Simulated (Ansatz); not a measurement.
What does this script print? It uses Ansatz 0.2.0 through its Python package.

Input file `c3h4b.xyz`:
```text
8

C     1.56780    1.43280    1.00480
C     1.04250    0.69820    0.20120
B     0.40990   -0.28670   -0.81870
C    -0.92320   -0.90230   -0.56940
H     1.93670    2.15250    1.66990
H    -1.43380   -0.51280    0.37850
H    -1.63360   -0.63820   -1.40830
H    -0.87410   -2.00050   -0.51390
```

`methods.py`
```python
'''C3H4B at several levels of theory.'''

from pathlib import Path

import ansatz as az
import numpy as np

mol = az.Crystal.molecule_from_extxyz('c3h4b.xyz')

base = (
    mol.calculation()
    .basis(gaussian='def2-SVP')
    .spin('collinear', total=1)  # spin-polarised run
    .scf(lower_state_search='light')
)

print('functional    E (Ha)        dipole (D)   HOMO (eV)  LUMO (eV)')
for name in ['r2scan', 'b3lyp', 'blyp', 'cam_b3lyp', 'pbe0']:
    rep = base.functional(name).forces().orbitals().run(threads=1, pin='off', runs_dir='runs').report
    lines = Path(rep['orbitals_path']).read_text().splitlines()
    field_of = lambda key: [line.split('=')[1].strip() for line in lines if line.startswith(key)]
    orbitals = [(27.211386 * float(e), s, float(n)) for e, s, n in zip(field_of('Ene='), field_of('Spin='), field_of('Occup='))]
    homo = max(e for e, _, n in orbitals if n > 0.5)
    lumo = min(e for e, _, n in orbitals if n < 0.5)
    dipole = 4.803205 * np.linalg.norm(rep['charge_distribution']['dipole_moment_e_ang'])
    print(f'{name:10s} {rep["free_energy_ev"] / 27.211386246:14.6f} {dipole:9.3f} {homo:11.3f} {lumo:10.3f}')
```

Running `python methods.py` prints:
```text
functional    E (Ha)        dipole (D)   HOMO (eV)  LUMO (eV)
r2scan        -141.236204     1.121      -4.846     -2.733
b3lyp         -141.335250     1.099      -5.371     -2.114
blyp          -141.260143     1.138      -4.216     -2.666
cam_b3lyp     -141.234912     1.103      -6.923     -0.769
pbe0          -141.144722     1.133      -5.676     -2.015
```

These settings explore the input space; basis and method may be short of convergence. The geometry is a force-field or estimated start, not a minimum of this method, and the basis set is short of its limit. A lower total doesn't mark the better method: functionals have no common bound, and MP2 and coupled cluster aren't variational. The species is open-shell (spin multiplicity 2). b3lyp holds the VWN-RPA fit, as in Gaussian; the form of ORCA and Turbomole is b3lyp5. Levels such as HOMO and LUMO are orbital energies: with these approximate functionals they aren't the ionisation energy and electron affinity, and their gap isn't the fundamental gap. The whole script took 22 s on 1 thread of Arm Neoverse V2, with other jobs on the host, peak memory 0.25 GiB.

(Lines on the test bed's own set-up are left out of the output.)
